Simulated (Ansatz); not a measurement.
This script makes a ladder of basis sets of KSn with Ansatz's Python interface.

The script, `run_basis.py`:
```python
import ansatz as az

GEOMETRY = """
K     0.00000    0.00000    0.00000
Sn    0.00000    0.00000    3.29500
"""

mol = az.Crystal.molecule()
for line in GEOMETRY.strip().splitlines():
    symbol, *xyz = line.split()
    mol = mol.atom(symbol, [float(v) for v in xyz])

setup = (
    mol.calculation()
    .functional("b3lyp")
    .spin("collinear", total=1)
)

energies = {}
for basis in ["def2-SVP", "def2-SVPD", "def2-TZVP", "def2-TZVPP"]:
    rep = setup.basis(gaussian=basis).run(threads=1).report
    size = rep["n_frozen"] + rep["n_occupied"][0] + rep["n_virtual"][0]
    energies[basis] = (rep["reference_energy_ev"] / 27.211386246, rep["free_energy_ev"] / 27.211386246)
    print(f"{basis:14s} {size:4d} orbitals  reference {energies[basis][0]:14.6f} Ha  total {energies[basis][1]:14.6f} Ha")

last = energies["def2-TZVPP"][1]
for basis, (_, total) in energies.items():
    print(f"{basis:14s} lies {27.211386 * (total - last):9.4f} eV above def2-TZVPP")
```

How far does the total energy move along this ladder of basis sets?

Against def2-SVP: def2-SVPD -1.3 mHa, def2-TZVP -84.8 mHa and def2-TZVPP -84.8 mHa. The last step alone is +0.00 mHa (these two sets differ little on atoms other than hydrogen). From the first set to the last the time grows from 32.0 to 48.4 s.

What the script printed:

```console
$ python run_basis.py
def2-SVP         50 orbitals  reference    -814.203845 Ha  total    -814.203845 Ha
def2-SVPD        59 orbitals  reference    -814.205160 Ha  total    -814.205160 Ha
def2-TZVP        83 orbitals  reference    -814.288625 Ha  total    -814.288625 Ha
def2-TZVPP       83 orbitals  reference    -814.288625 Ha  total    -814.288625 Ha
def2-SVP       lies    2.3070 eV above def2-TZVPP
def2-SVPD      lies    2.2712 eV above def2-TZVPP
def2-TZVP      lies    0.0000 eV above def2-TZVPP
def2-TZVPP     lies    0.0000 eV above def2-TZVPP
```

What to keep in mind:
- The drop along the ladder measures the basis error, and is no property of the molecule.
- The geometry is a force-field or estimated start, not a minimum of this method, and the last set is no limit. Much of the fall in a total is atomic energy, which cancels in bond and reaction energies.
- def2 sets replace the cores of elements past krypton by effective core potentials.
- The species is open-shell (spin multiplicity 2).
- The expectation value of S² is noticeably off S(S+1) in at least one run, so that state is spin-contaminated.
- b3lyp holds the VWN-RPA fit, as in Gaussian; the form of ORCA and Turbomole is b3lyp5.
- The spin state was assumed, and another may lie lower.
- It ran for 2.8 min on 1 thread of Arm Neoverse V2, on a shared host, peak memory 0.33 GiB.

(Lines on the test bed's own set-up are left out of the output.)
